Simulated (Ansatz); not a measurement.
**MgHBr (triplet): geometry optimisation**

Where does this start of MgHBr (triplet) end when it is relaxed?

Program: Ansatz 0.2.0, Gaussian basis. Level of theory: UKS PBE0/def2-TZVP. These are calculated values, not measurements.

**1. The starting structure**

3 atoms, charge 0, spin multiplicity 3.

Atoms are counted from 1 here; the program's logs count them from 0.

Bond lengths: Br1–Mg2 2.581 Å.

The start was built by rule and, where that kept it together, relaxed with GFN2-xTB. Sticks and bond lists go by distance. No spin-orbit coupling is included. 

**2. The run**

in.yaml reads:

```yaml
crystal:
  periodic: [false, false, false]
  atoms:
    - {symbol: Br, position_ang: [-0.548391, 0.274835, -0.001654]}
    - {symbol: Mg, position_ang: [1.718539, -0.959963, 0.005481]}
    - {symbol: H, position_ang: [2.033368, 1.360660, -0.001059]}
basis:
  gaussian: {orbitals: def2-TZVP}
magnetization: {spin_polarized: true, initial_magnetization: 2}
hamiltonian: {xc: pbe0}
relax: {f_tol: 0.004, max_steps: 80}
```

Command:

```
$ ansatz run in.yaml --threads 1 --pin off --events-out ev --progress --plain --max-ram 2176MiB
```

Before running it: what results should come out? Wanted: energy gained; shift from the start; total energy; dipole moment; ⟨S²⟩.

The runs gave:

```
                  quantity           value
                     steps               8
             energy gained        0.183 eV
shift from the start (rms)         0.248 Å
              total energy  -75494.7905 eV
             dipole moment          2.31 D
                      ⟨S²⟩           2.006
```

**Reading.** By distance, Mg2–H3 formed. Mg2–H3 went from 2.342 to 2.044 Å. No vibrations were run, so this is a stationary point, not a proven minimum, and this spin need not be the ground state's.
